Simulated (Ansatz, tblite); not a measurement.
**In12N12 zinc blende off sphere (In₁₂N₁₂H₃₂): which spin state is lowest**

Is the singlet the ground state of In12N12 zinc blende off sphere (In₁₂N₁₂H₃₂)? Other spin states are computed and compared level by level.

Program: Ansatz 0.2.0, Gaussian basis. Level of theory: as each input shows. These are calculated values, not measurements.

Levels to be run: triplet, at the geometry of the singlet (GFN1-xTB, GFN2-xTB, PBE0-D4/def2-SVP, PBE-D4/def2-SVP); the singlet's energies come from earlier runs.

1 further run of the same task is left out (set aside as unsound or not needed). Runs told in other sessions of the task aren't counted.

### Step 1. The structure

The geometry is that of the singlet, from an earlier relaxation (PBE-D4/def2-SVP).

56 atoms, charge 0, spin multiplicity 1.

Bond lengths: N1–In14 2.283 Å, N1–In15 2.195 Å, N1–H25 1.031 Å, N1–H26 1.038 Å, N2–In13 2.243 Å, N2–In17 2.259 Å, N2–H27 1.033 Å, N2–H28 1.030 Å, N3–In16 2.272 Å, N3–In18 2.245 Å, N3–H29 1.033 Å, N3–H30 1.032 Å, N4–In14 2.162 Å, N4–In19 2.268 Å, N4–In20 2.162 Å, N4–H31 1.035 Å, N5–In16 2.180 Å, N5–In19 2.257 Å and more. Angles: In14–N1–In15 124.2°, In14–N1–H25 108.5°, In14–N1–H26 101.3°, In15–N1–H25 110.7°, In15–N1–H26 105.4°, H25–N1–H26 104.7°, In13–N2–In17 118.8°, In13–N2–H27 105.7°, In13–N2–H28 110.6°, In17–N2–H27 104.7°, In17–N2–H28 112.0°, H27–N2–H28 103.4°, In16–N3–In18 123.3°, In16–N3–H29 106.4°, In16–N3–H30 106.1°, In18–N3–H29 107.8°, In18–N3–H30 108.4°, H29–N3–H30 103.1° and more.

In takes a core potential in the def2 sets. No spin-orbit coupling is included.

### Step 2. Triplet at the fixed geometry, GFN1-xTB

Tight binding, by tblite at 300 K electronic temperature and without a spin-polarisation term:

```python
tblite.interface.Calculator('GFN1-xTB', numbers, positions, charge=0, uhf=2).singlepoint()
```

Energy -2017.3196 eV; 0.42 s.

### Step 3. Triplet at the fixed geometry, GFN2-xTB

Tight binding, by tblite at 300 K electronic temperature and without a spin-polarisation term:

```python
tblite.interface.Calculator('GFN2-xTB', numbers, positions, charge=0, uhf=2).singlepoint()
```

Energy -1794.9827 eV; 0.45 s.

### Step 4. Triplet at the fixed geometry, PBE0-D4/def2-SVP

Contents of in.yaml:

```yaml
crystal:
  periodic: [false, false, false]
  atoms:
    - {symbol: N, position_ang: [-3.774974, 1.324467, -0.286317]}
    - {symbol: N, position_ang: [-1.633564, -3.352757, 2.004934]}
    - {symbol: N, position_ang: [1.114911, -3.450864, -0.544822]}
    - {symbol: N, position_ang: [-1.428772, 1.429558, -3.024280]}
    - {symbol: N, position_ang: [1.015438, -1.008515, -3.051173]}
    - {symbol: N, position_ang: [-1.450289, -1.096384, -0.674517]}
    - {symbol: N, position_ang: [-1.331017, 1.334000, 1.932872]}
    - {symbol: N, position_ang: [1.041461, -1.043405, 1.945324]}
    - {symbol: N, position_ang: [1.095513, 1.453347, -0.671552]}
    - {symbol: N, position_ang: [-1.332000, 3.775344, -0.289318]}
    - {symbol: N, position_ang: [3.449693, -1.116108, -0.540740]}
    - {symbol: N, position_ang: [3.350498, 1.635220, 2.005574]}
    - {symbol: In, position_ang: [-2.908655, -2.295492, 0.492727]}
    - {symbol: In, position_ang: [-2.749363, 0.114212, -1.928312]}
    - {symbol: In, position_ang: [-2.736096, 2.733255, 1.037721]}
    - {symbol: In, position_ang: [-0.290162, -2.383462, -1.976355]}
    - {symbol: In, position_ang: [-0.300061, -2.124192, 3.353115]}
    - {symbol: In, position_ang: [2.375616, -2.379926, 0.973338]}
    - {symbol: In, position_ang: [-0.208948, 0.214575, -4.500104]}
    - {symbol: In, position_ang: [-0.115113, 2.750890, -1.927225]}
    - {symbol: In, position_ang: [2.387032, 0.295524, -1.970611]}
    - {symbol: In, position_ang: [-0.096401, 0.096284, 0.518150]}
    - {symbol: In, position_ang: [2.132104, 0.290749, 3.352984]}
    - {symbol: In, position_ang: [2.285282, 2.913859, 0.501975]}
    - {symbol: H, position_ang: [-4.625567, 1.754626, -0.679752]}
    - {symbol: H, position_ang: [-4.124730, 0.570186, 0.334724]}
    - {symbol: H, position_ang: [-2.291965, -3.824391, 2.645440]}
    - {symbol: H, position_ang: [-1.124610, -4.134775, 1.567530]}
    - {symbol: H, position_ang: [1.743702, -4.025129, -1.128708]}
    - {symbol: H, position_ang: [0.543345, -4.155872, -0.054224]}
    - {symbol: H, position_ang: [-2.014018, 2.014727, -3.645356]}
    - {symbol: H, position_ang: [1.593068, -1.584435, -3.688903]}
    - {symbol: H, position_ang: [-1.796868, 0.653251, 2.558051]}
    - {symbol: H, position_ang: [-0.648428, 1.807861, 2.549732]}
    - {symbol: H, position_ang: [-1.766852, 4.621907, -0.686292]}
    - {symbol: H, position_ang: [-0.581405, 4.131888, 0.332111]}
    - {symbol: H, position_ang: [4.022877, -1.744287, -1.126382]}
    - {symbol: H, position_ang: [4.155928, -0.548169, -0.047661]}
    - {symbol: H, position_ang: [4.132315, 1.130785, 1.562619]}
    - {symbol: H, position_ang: [3.822678, 2.291858, 2.647530]}
    - {symbol: H, position_ang: [-3.593895, -3.540592, -0.523081]}
    - {symbol: H, position_ang: [-3.836638, -1.125371, 1.443834]}
    - {symbol: H, position_ang: [-4.061847, -0.606789, -2.816164]}
    - {symbol: H, position_ang: [-3.749951, 3.747272, 2.012636]}
    - {symbol: H, position_ang: [-1.058234, -3.631722, -2.914845]}
    - {symbol: H, position_ang: [0.641830, -3.286741, 4.254737]}
    - {symbol: H, position_ang: [-1.458221, -0.956892, 3.974757]}
    - {symbol: H, position_ang: [3.481387, -3.487883, 1.728738]}
    - {symbol: H, position_ang: [-1.338364, -0.887321, -5.249462]}
    - {symbol: H, position_ang: [0.890740, 1.348322, -5.246218]}
    - {symbol: H, position_ang: [0.606865, 4.063291, -2.814196]}
    - {symbol: H, position_ang: [3.639326, 1.065881, -2.901922]}
    - {symbol: H, position_ang: [0.967524, 1.441717, 3.991370]}
    - {symbol: H, position_ang: [3.303748, -0.657113, 4.236444]}
    - {symbol: H, position_ang: [1.109205, 3.828507, 1.458912]}
    - {symbol: H, position_ang: [3.524912, 3.615245, -0.509386]}
basis:
  gaussian: {orbitals: def2-SVP, fitting: {mean_field: def2-universal-jkfit}}
magnetization: {spin_polarized: true, initial_magnetization: 2}
hamiltonian: {xc: pbe0, dispersion: d4}
scf: {omitted_lower_state_checks: [starts]}
output: {orbitals: {seedname: orbitals}}
```

On the command line:

```console
$ ansatz run in.yaml --threads 4 --pin off --events-out ev --progress --plain --max-ram 66560MiB --backend cuda --devices 0, --max-vram 37GiB
```

Output:

```text
Functional definition: PBE0
  name "PBE0"
  cite "Adamo & Barone, J. Chem. Phys. 110, 6158 (1999) doi:10.1063/1.478522"
  cite "Perdew, Burke & Ernzerhof, Phys. Rev. Lett. 77, 3865 (1996) doi:10.1103/PhysRevLett.77.3865"
  parent pbe
  parameter a = 0.25
  parameter kappa = 0.804
  parameter beta = 0.06672455060314922
  exchange = (1 - a)*pbe_x(kappa = kappa, mu = beta*pi^2/3) + a*exact_x
  correlation = pbe_c(beta = beta)
these checks for a lower state are left out or cut short: starts
4116 factors; integrals over basis functions are off by at most 3.3e-1 eV
mean field evaluation 1: about -80385.7250 eV, gradient 1.3e2 eV
mean field evaluation 2: about -79929.8087 eV, gradient 3.0e2 eV
mean field evaluation 4: about -80442.4103 eV, gradient 5.3e1 eV
mean field evaluation 8: about -80457.6192 eV, gradient 6.1e0 eV
mean field evaluation 16: about -80457.8360 eV, gradient 1.5e-1 eV
mean field evaluation 32: about -80457.8400 eV, gradient 4.8e-3 eV
mean field -80457.83999860 eV, -2956.7710836659 hartree, gradient 4.1e-6 eV, S^2 2.012424; 0 other end points of the search recorded, 0 dependent functions left out
reference -80457.84010273 eV, -2956.7710874926 hartree; 185, 183 occupied and 455, 457 virtual orbitals, 4116 factors
Total energy: -80461.15723233 eV, -2956.8929897568 hartree
Checks for a lower state left out: starts
```

Run time: 40 s. Hardware: 1 × H100 (card shared with other runs) with 4 threads of AMD EPYC 7R13, shared host; peak host memory 1.4 GiB.

Report: HOMO -2.76 eV, LUMO -5.55 eV (over both spins; with the spin held, an empty level of the minority spin lies below the top filled one); ⟨S²⟩ 2.012 (pure: 2.00).

### Step 5. Triplet at the fixed geometry, PBE-D4/def2-SVP

start.molden holds the orbitals of an earlier run on this state, given as this run's starting guess.

Changes to in.yaml since step 4:

```diff
@@ -60,5 +60,5 @@
 basis:
-  gaussian: {orbitals: def2-SVP, fitting: {mean_field: def2-universal-jkfit}}
+  gaussian: {orbitals: def2-SVP, fitting: {mean_field: def2-universal-jkfit}, initial_orbitals: start.molden}
 magnetization: {spin_polarized: true, initial_magnetization: 2}
-hamiltonian: {xc: pbe0, dispersion: d4}
+hamiltonian: {xc: pbe, dispersion: d4}
 scf: {omitted_lower_state_checks: [starts]}
```

The command is unchanged.

Output:

```text
Functional definition: PBE
  name "PBE"
  cite "Perdew, Burke & Ernzerhof, Phys. Rev. Lett. 77, 3865 (1996) doi:10.1103/PhysRevLett.77.3865"
  parent pbe
  parameter kappa = 0.804
  parameter beta = 0.06672455060314922
  exchange = pbe_x(kappa = kappa, mu = beta*pi^2/3)
  correlation = pbe_c(beta = beta)
these checks for a lower state are left out or cut short: starts
4116 factors; integrals over basis functions are off by at most 3.3e-1 eV
mean field evaluation 1: about -80456.1047 eV, gradient 1.1e1 eV
mean field evaluation 2: about -80456.9411 eV, gradient 9.0e-1 eV
mean field evaluation 4: about -80456.9726 eV, gradient 1.8e-1 eV
mean field evaluation 8: about -80456.9733 eV, gradient 2.0e-3 eV
mean field evaluation 16: about -80456.9733 eV, gradient 8.9e-5 eV
mean field -80456.97331998 eV, -2956.7392338139 hartree, gradient 2.5e-6 eV, S^2 2.003464; 0 other end points of the search recorded, 0 dependent functions left out
reference -80456.97345930 eV, -2956.7392389340 hartree; 185, 183 occupied and 455, 457 virtual orbitals, 4116 factors
Total energy: -80460.62544738 eV, -2956.8734470205 hartree
Checks for a lower state left out: starts
```

It took 24 s on 1 × H100 (card shared with other runs) with 4 threads of AMD EPYC 7R13, shared host; peak host memory 1.4 GiB.

Report: HOMO -2.43 eV, LUMO -5.75 eV (over both spins; with the spin held, an empty level of the minority spin lies below the top filled one); ⟨S²⟩ 2.003 (pure: 2.00).

### Step 6. Triplet less singlet, vertical

The singlet's energies are those of its earlier runs, whose logs aren't repeated here.

| level | triplet less singlet, vertical (kJ/mol) | time |
| --- | --- | --- |
| GFN1-xTB | +230.9 | 0.73 s |
| GFN2-xTB | +261.1 | 0.75 s |
| PBE-D4/def2-SVP | +327.8 | 33 s |
| PBE0-D4/def2-SVP | +399.6 | 53 s |

Times add the two runs; a level without a time comes out of a correlated run. Tight binding without a spin term can't rank spin states.

### Step 7. Summary of results

```
                                               quantity                                       value
triplet less singlet, vertical, functionals in def2-SVP  +327.8 (PBE-D4) to +399.6 kJ/mol (PBE0-D4)
```

**Reading.** All functionals put the triplet above the singlet, over a spread of 71.8 kJ/mol. The checks for a lower triplet were left out, so another state of that spin may lie lower. These are electronic energies, without zero-point motion, entropy or surroundings.
